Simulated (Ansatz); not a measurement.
# CrF: the cost of one run

Method: the levels named in each step, in Ansatz 0.2.0.

### 1 The starting structure

Bond lengths: F1–Cr2 1.868 Å.

As a file:

```xyz
2

F     0.0000    0.0000    0.0000
Cr    0.0000    0.0000    1.8682
```

### 2 A rough first relaxation, PBE-D4/def2-SVP

This run stands in another session on the same molecule. It ended at:

```xyz
2

F     0.0000    0.0000    0.0548
Cr    0.0000    0.0000    1.8134
```

### 3 Relaxation, HF/STO-3G

The input, input.yaml:

```yaml
crystal:
  periodic: [false, false, false]
  atoms:
    - { symbol: F, position_ang: [0.0, 0.0, 0.05483927] }
    - { symbol: Cr, position_ang: [0.0, 0.0, 1.81336073] }
magnetization:
  spin_polarized: true
  initial_magnetization: 5
basis:
  gaussian: { orbitals: STO-3G }
hamiltonian:
  xc: hf
relax:
  f_tol: 0.002
  max_steps: 150
```

The run is started by

```sh
ansatz run input.yaml --threads 1 --pin off --max-ram 2560MiB --backend cpu --events-out ev --progress --plain --runs-dir out
```

**Question.** How long does this run take on 1 thread of Intel Xeon at 2.50GHz (Skylake/Cascade Lake), shared host, and how much memory does it need?

About 6.9 s, with a peak of 0.088 GiB.
